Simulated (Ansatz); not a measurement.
# Si3Ni: the cost of one run

Method: DFT PBE, scalar-relativistic, plane waves, PAW, in Ansatz 0.2.0.

### 1 Starting point

The structure is cubic, space group Pm-3m (No. 221). The conventional cell has a = 3.885 Å, b = 3.885 Å, c = 3.885 Å, α = 90.00°, β = 90.00°, γ = 90.00°. Si (site symmetry 4/mmm) has 8 Si at 2.75 Å and 4 Ni at 2.75 Å in its first shell of neighbours. Ni (site symmetry m-3m) has 12 Si at 2.75 Å in its first shell of neighbours.

As a file:

```
Si Ni
1.0
     3.88545    0.00000    0.00000
     0.00000    3.88545    0.00000
     0.00000    0.00000    3.88545
Si Ni
3 1
Direct
  0.50000 0.00000 0.00000
  0.00000 0.50000 0.00000
  0.00000 0.00000 0.50000
  0.50000 0.50000 0.50000
```

The cell is invented: random cell by space group and Wyckoff sites (Pm-3m, No. 221). The dimensions are guesses.

### 2 A first look at the guess

The input, input.yaml:

```yaml
crystal:
  lattice:
    - [3.88544705, 0.0, 0.0]
    - [0.0, 3.88544705, 0.0]
    - [0.0, 0.0, 3.88544705]
  atoms:
    - { symbol: Si, position: [0.5, 0.0, 0.0] }
    - { symbol: Si, position: [0.0, 0.5, 0.0] }
    - { symbol: Si, position: [0.0, 0.0, 0.5] }
    - { symbol: Ni, position: [0.5, 0.5, 0.5], spin: 2.0 }
basis:
  ecutwfc: 420
kpoints:
  mp_grid: { grid: [4, 4, 4] }
hamiltonian:
  xc: pbe
scf:
  occupations: { method: gaussian, width: 0.1 }
  lower_state_search: "off"
output:
  forces: true
  stress: true
  eigenvalues: true
  populations: true
magnetization:
  spin_polarized: true
```

Launch:

```sh
> ansatz run input.yaml --threads 1 --pin off --max-ram 2560MiB --backend cpu --events-out ev --progress --plain --runs-dir out
```

**Question.** How long does this run take on 1 thread of Intel Xeon at 2.50GHz (Skylake/Cascade Lake), shared host, and how much memory does it need?

About 5.8 s, with a peak of 0.33 GiB.
